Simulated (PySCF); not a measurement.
# C4H9Ga: the cost of one run

Programs: PySCF 2.14.0, with density-fitted response routines of our own. Each step states its level of theory. These are calculated values for one molecule in the gas phase, unless marked as measured. Atoms count from 0, in the outputs and in this text.

### 1 The molecule as given

14 atoms, charge 0, multiplicity 1; geometry from: GFN2-xTB. The atoms were then displaced at random by about 0.01 Å, so the start is not that level's minimum.

Bonds of the start (Å): C0–C1 1.47, C1–C2 1.32, C2–Ga3 2.06, Ga3–C4 2.00, C0–H5 1.12, C0–H6 1.10, C0–H7 1.08, C1–H8 1.07, C2–H9 1.09, Ga3–H10 1.61, C4–H11 1.10, C4–H12 1.08, C4–H13 1.07.

### 2 Relaxing the molecule at PBE0-D3(BJ)/def2-SVP

Job settings and geometry (Å):

```
{"job": {"xc": "PBE0", "basis": "def2-SVP", "d3": "d3bj", "grid": 1, "shake": 0.01, "kind": "geom"}, "charge": 0, "multiplicity": 1}
C     -2.402650     0.386830     0.340560
C     -1.729510    -0.751650    -0.292970
C     -0.421290    -0.845410    -0.412140
Ga     1.046320     0.462720     0.194870
C      2.976690     0.070020    -0.153770
H     -3.104020     0.883940    -0.382190
H     -1.679940     1.145230     0.676930
H     -3.006900     0.085790     1.179520
H     -2.380700    -1.528540    -0.642110
H     -0.002150    -1.743880    -0.873650
H      0.641290     1.809530     0.977900
H      3.542040     0.993620    -0.358110
H      3.426390    -0.376390     0.717830
H      3.087280    -0.606870    -0.980430
```

Command:

```sh
OMP_NUM_THREADS=1 python probes_run.py task.json out
```

This one command runs all jobs of the session in turn.

**Question.** How long does this first job take on 1 thread of Arm Neoverse V1, shared host, and how much memory does it need?

About 71 s, with a peak of 0.56 GiB.
